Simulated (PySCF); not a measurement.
# How the numerical set-up moves the result for BSb⁺ (quartet)

Aim: see how much the energy and properties of BSb⁺ (quartet) depend on the numerical set-up.

The runs use PySCF 2.14.0; method and basis as typed in the scripts.

**1. The starting structure**

BSb⁺ (quartet): 2 atoms, charge 1, spin multiplicity 4.

Bond lengths: B1–Sb2 2.166 Å.

**2. The base run**

Contents of input.py:

```python
from pyscf import gto, dft

mol = gto.M(
    atom='B 0 0 0; Sb 0 0 2.166',
    basis='sbkjc',
    ecp={'B': 'sbkjc', 'Sb': 'sbkjc'},
    charge=1,
    spin=3,
    symmetry=True,
    verbose=4,
)
mf = dft.UKS(mol, xc='tpss')
mf.kernel()
mf.dip_moment()
print('orbital energies (hartree):', [e[max(0, n-3):n+3].round(4) for e, n in zip(mf.mo_energy, mol.nelec)])
```

On the command line:

```sh
OMP_NUM_THREADS=1 python input.py
```

The log of this run is left out.

Base result: E(SCF) = -7.801053 Eh, 9 cycles, ⟨S²⟩ = 3.754.

The bond length is a typed value, not an optimised one. The dipole of an ion depends on the origin. The quartet is typed in the script; nothing here shows that it is the ground state.

**3. Crenbl**

Variant 1 changes basis set: sbkjc → crenbl. The core potential changes with it, and so the count of electrons: totals don't compare.

Contents of input.py:

```python
from pyscf import gto, dft

mol = gto.M(
    atom='B 0 0 0; Sb 0 0 2.166',
    basis='crenbl',
    ecp={'B': 'crenbl', 'Sb': 'crenbl'},
    charge=1,
    spin=3,
    symmetry=True,
    verbose=4,
)
mf = dft.UKS(mol, xc='tpss')
mf.kernel()
mf.dip_moment()
print('orbital energies (hartree):', [e[max(0, n-3):n+3].round(4) for e, n in zip(mf.mo_energy, mol.nelec)])
```

On the command line:

```sh
OMP_NUM_THREADS=1 python input.py
```

**4. X2c-svpall (core potential off, X2C on)**

Variant 2 changes basis set: sbkjc → x2c-svpall; core potential: on → off; spin-free X2C: off → on. The core potential changes with it, and so the count of electrons: totals don't compare.

Edit input.py of step 2 so:

```diff
@@ -4,4 +4,3 @@
     atom='B 0 0 0; Sb 0 0 2.166',
-    basis='sbkjc',
-    ecp={'B': 'sbkjc', 'Sb': 'sbkjc'},
+    basis='x2c-svpall',
     charge=1,
@@ -12,2 +11,3 @@
 mf = dft.UKS(mol, xc='tpss')
+mf = mf.sfx2c1e()
 mf.kernel()
```

**5. Density fitting def2-universal-jkfit**

Variant 3 changes density fitting: none → def2-universal-jkfit.

Edit input.py of step 2 so:

```diff
@@ -12,2 +12,3 @@
 mf = dft.UKS(mol, xc='tpss')
+mf = mf.density_fit(auxbasis='def2-universal-jkfit')
 mf.kernel()
```

**6. Integration grid 4**

Variant 4 changes integration grid: default → 4.

Edit input.py of step 2 so:

```diff
@@ -12,2 +12,3 @@
 mf = dft.UKS(mol, xc='tpss')
+mf.grids.level = 4
 mf.kernel()
```

**7. Ano-rcc-vdzp (core potential off, X2C on)**

Variant 5 changes basis set: sbkjc → ano-rcc-vdzp; core potential: on → off; spin-free X2C: off → on. The core potential changes with it, and so the count of electrons: totals don't compare.

Edit input.py of step 2 so:

```diff
@@ -4,4 +4,3 @@
     atom='B 0 0 0; Sb 0 0 2.166',
-    basis='sbkjc',
-    ecp={'B': 'sbkjc', 'Sb': 'sbkjc'},
+    basis='ano-rcc-vdzp',
     charge=1,
@@ -12,2 +11,3 @@
 mf = dft.UKS(mol, xc='tpss')
+mf = mf.sfx2c1e()
 mf.kernel()
```

Q: Predict the outcome of this session. Wanted: for each run, E(SCF); from base; gap, α spin.

**Answer**, as computed:

```csv
run,E(SCF) (hartree),from base (eV),cycles,"gap, α spin (eV)",functions
base,-7.801053,0,9,3.28,16
crenbl,-84.939484,not comparable,12,3.13,48
"x2c-svpall (core potential off, X2C on)",-6504.312283,not comparable,10,3.15,50
density fitting def2-universal-jkfit,-7.801053,0.0000,9,3.28,16
integration grid 4,-7.801051,0.0000,9,3.28,16
"ano-rcc-vdzp (core potential off, X2C on)",-6504.891439,not comparable,10,3.17,57
```

**Reading.** The SCF energy stays the same, to the digits that matter, with density fitting def2-universal-jkfit or integration grid 4. With density fitting def2-universal-jkfit, integration grid 4 the path hardly changes: 9 cycles against 9. The dearest run is “ano-rcc-vdzp (core potential off, X2C on)”, at 13 s against 1.8 s.
